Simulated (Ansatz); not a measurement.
This script makes a test of the smearing width of NbRh, space group Pmma with the Python package of Ansatz (0.2.0).

Input file `nbrh.cif`:
```cif
data_NbRh
_cell_length_a 4.510000
_cell_length_b 2.813000
_cell_length_c 4.808000
_cell_angle_alpha 90.00000
_cell_angle_beta 90.00000
_cell_angle_gamma 90.00000
_symmetry_space_group_name_H-M 'P 1'
_symmetry_Int_Tables_number 1
loop_
_symmetry_equiv_pos_as_xyz
'x, y, z'
loop_
_atom_site_label
_atom_site_type_symbol
_atom_site_fract_x
_atom_site_fract_y
_atom_site_fract_z
Nb1 Nb    0.250000    0.000000    0.182000
Nb2 Nb    0.750000    0.000000    0.818000
Rh3 Rh    0.250000    0.500000    0.672000
Rh4 Rh    0.750000    0.500000    0.328000
```

Script `nbrh_smear.py`:
```python
"""Smearing width test for NbRh."""

import csv

import ansatz as az
from ase.io import read

XC = "r2SCAN"
DISPERSION = "d4"
KMESH = (5, 8, 5)
ECUT = 300

atoms = read("nbrh.cif")
crystal = az.Crystal.from_ase(atoms)

model = (
    crystal.calculation()
    .accuracy("low")
    .pseudopotentials("paw")
    .functional(XC, dispersion=DISPERSION)
    .kpoints(*KMESH, shift=0.5)
    .basis(ECUT, xc_grid=2)
    .forces()
    .stress()
)

rows = []
for value in [0.3, 0.2, 0.1, 0.05]:
    data = model.occupations("methfessel_paxton", width=value).run(threads=1, backend="cpu").report
    rows.append((value, data["free_energy_ev"] / len(data["lattice"]["sites"]), data["n_iterations"], sum(data["stress_gpa"][i][i] for i in range(3)) / 3, max(abs(f) for row in data["forces_ev_ang"] for f in row), data["n_kpoints"]))

with open("smear.csv", "w", newline="") as handle:
    writer = csv.writer(handle)
    writer.writerow(["width (eV)", "F/atom (eV)", "iterations", "P (GPa)", "max component (eV/A)", "k-points"])
    writer.writerows([round(v, 5) if isinstance(v, float) else v for v in row] for row in rows)

# differences from the last row
for row in rows[:-1]:
    shift = 1000 * (row[1] - rows[-1][1])
    print(f"{row[0]}: {shift:+.2f} meV/atom" + ("  (within 2 meV)" if abs(shift) < 2 else ""))
```

How much does the free energy per atom change between the narrowest and the widest smearing, and why?

Going from 0.05 to 0.3 eV changes F by -0.7 meV an atom. This scheme is built to cancel the term in the square of the width, so the shifts stay small and are partly the mesh's error. The pressure moves from 3.99 to 4.03 GPa.

The run itself:

`python nbrh_smear.py` gives:
```text
DeckWarning: basis.ecutwfc = 300 eV is below the records' recommended 500 eV, and the density's cutoff is lower with it unless basis.ecutrho_ratio is high enough to keep the records' density cutoff: compare with a run at a higher cutoff
0.3: -0.72 meV/atom  (within 2 meV)
0.2: +0.20 meV/atom  (within 2 meV)
0.1: +0.38 meV/atom  (within 2 meV)
```
(Warnings from the package without file and line.)

File `smear.csv` afterwards:
```csv
width (eV),F/atom (eV),iterations,P (GPa),max component (eV/A),k-points
0.3,-5489.90806,8,4.03006,0.84631,36
0.2,-5489.90714,8,4.00178,0.88707,36
0.1,-5489.90695,8,3.96172,0.89803,36
0.05,-5489.90734,8,3.98653,0.89898,36
```

The cutoff lies under the one recommended for these potentials. No spin polarisation was allowed. Under the recommended cutoff a pressure can be off by several GPa, even in sign. Dispersion corrections can be off by several per cent in the lattices of metals, and by several GPa in the pressure at a fixed cell. The mesh is modest for a metal, so energies can be off by several to tens of meV an atom and pressures by half a GPa or more; differences at equal mesh fare better. The narrowest width needs the finest mesh, so the last row is no converged reference. Pressure is positive in compression. The structure is a deposited one; some such entries were measured under pressure or heat, so a shift against it needn't be the functional's error alone. It ran for 22 s on 1 thread of Arm Neoverse V1, with other jobs on the host, peak memory 0.47 GiB.
